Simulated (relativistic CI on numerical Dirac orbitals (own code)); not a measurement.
# Ions with 7 electrons, Co²⁰⁺ to As²⁶⁺: levels along an isoelectronic sequence

How do the lowest levels of 7-electron ions move as Z rises from 27 to 33? Each ion is run with the same configurations.

The numbers are computed with relativistic CI on numerical Dirac orbitals (own code) version 2 (Dirac-Coulomb-Breit CI, KLI orbitals optimised for each configuration, model QED (radiative potential, 1s self-energy scaled to tabulated hydrogen-like ionisation energies)), except any that are marked as measured or tabulated.

### 1 The system

| Property | Result |
| --- | --- |
| electrons | 7 |
| ions | Co²⁰⁺, Ni²¹⁺, Cu²²⁺, Zn²³⁺, Ga²⁴⁺, Ge²⁵⁺, As²⁶⁺ |
| configurations | [He] 2s2 2p3; [He] 2s 2p4; [He] 2p5; [He] 2p4 3s; [He] 2s2 2p2 3s; [He] 2p4 3p; [He] 2p4 3d |

### 2 Co²⁰⁺ (Z = 27)

Input settings:

```ini
atom Co  Z=27  charge=20  electrons=7
nucleus A=59  rms_radius_fm=3.7875
hamiltonian dirac-coulomb  breit=on  qed=on  c_scale=1
orbitals kli  potential=per-configuration
slater_scale 1
correlation none
mixing on
configurations
  [He] 2s2 2p3
  [He] 2s 2p4
  [He] 2p5
  [He] 2p4 3s
  [He] 2s2 2p2 3s
  [He] 2p4 3p
  [He] 2p4 3d
end
```

### 3 Ni²¹⁺ (Z = 28)

The settings differ from step 2 so:

```diff
@@ -1,3 +1,3 @@
-atom Co  Z=27  charge=20  electrons=7
-nucleus A=59  rms_radius_fm=3.7875
+atom Ni  Z=28  charge=21  electrons=7
+nucleus A=58  rms_radius_fm=3.7757
 hamiltonian dirac-coulomb  breit=on  qed=on  c_scale=1
```

### 4 Cu²²⁺ (Z = 29)

The settings differ from step 3 so:

```diff
@@ -1,3 +1,3 @@
-atom Ni  Z=28  charge=21  electrons=7
-nucleus A=58  rms_radius_fm=3.7757
+atom Cu  Z=29  charge=22  electrons=7
+nucleus A=63  rms_radius_fm=3.8823
 hamiltonian dirac-coulomb  breit=on  qed=on  c_scale=1
```

### 5 Zn²³⁺ (Z = 30)

The settings differ from step 4 so:

```diff
@@ -1,3 +1,3 @@
-atom Cu  Z=29  charge=22  electrons=7
-nucleus A=63  rms_radius_fm=3.8823
+atom Zn  Z=30  charge=23  electrons=7
+nucleus A=64  rms_radius_fm=3.9283
 hamiltonian dirac-coulomb  breit=on  qed=on  c_scale=1
```

### 6 Ga²⁴⁺ (Z = 31)

The settings differ from step 5 so:

```diff
@@ -1,3 +1,3 @@
-atom Zn  Z=30  charge=23  electrons=7
-nucleus A=64  rms_radius_fm=3.9283
+atom Ga  Z=31  charge=24  electrons=7
+nucleus A=69  rms_radius_fm=3.9973
 hamiltonian dirac-coulomb  breit=on  qed=on  c_scale=1
```

### 7 Ge²⁵⁺ (Z = 32)

The settings differ from step 6 so:

```diff
@@ -1,3 +1,3 @@
-atom Ga  Z=31  charge=24  electrons=7
-nucleus A=69  rms_radius_fm=3.9973
+atom Ge  Z=32  charge=25  electrons=7
+nucleus A=74  rms_radius_fm=4.0742
 hamiltonian dirac-coulomb  breit=on  qed=on  c_scale=1
```

### 8 As²⁶⁺ (Z = 33)

The settings differ from step 7 so:

```diff
@@ -1,3 +1,3 @@
-atom Ge  Z=32  charge=25  electrons=7
-nucleus A=74  rms_radius_fm=4.0742
+atom As  Z=33  charge=26  electrons=7
+nucleus A=75  rms_radius_fm=4.0968
 hamiltonian dirac-coulomb  breit=on  qed=on  c_scale=1
```

(Steps that only read results are left out.)

**Question.** What will these runs give? Wanted: lowest level, first ion; lowest level, last ion; changes of the lowest level; interval 2P°1/2 to 2P°3/2; mean jj purity of the low levels.

**Answer**, as computed:

```
                        quantity                 value
         lowest level, first ion            2p3 4S°3/2
          lowest level, last ion    2p3 [2p3/2] J=3/2°
     changes of the lowest level                  none
       interval 2P°1/2 to 2P°3/2  79810 to 240200 cm⁻¹
mean jj purity of the low levels            77 to 85 %
```

**Reading.** The lowest level keeps its configuration and J throughout; its best label goes from 2p3 4S°3/2 to 2p3 [2p3/2] J=3/2°. The fine-structure interval of 2p3 2P° grows as about Z to the power 5.5 over this range, steeper than the fourth power of a bare nucleus, since the screened charge grows faster than Z. The low levels move towards jj coupling (LS purity 89 to 79 %). Only the listed configurations are in the model.
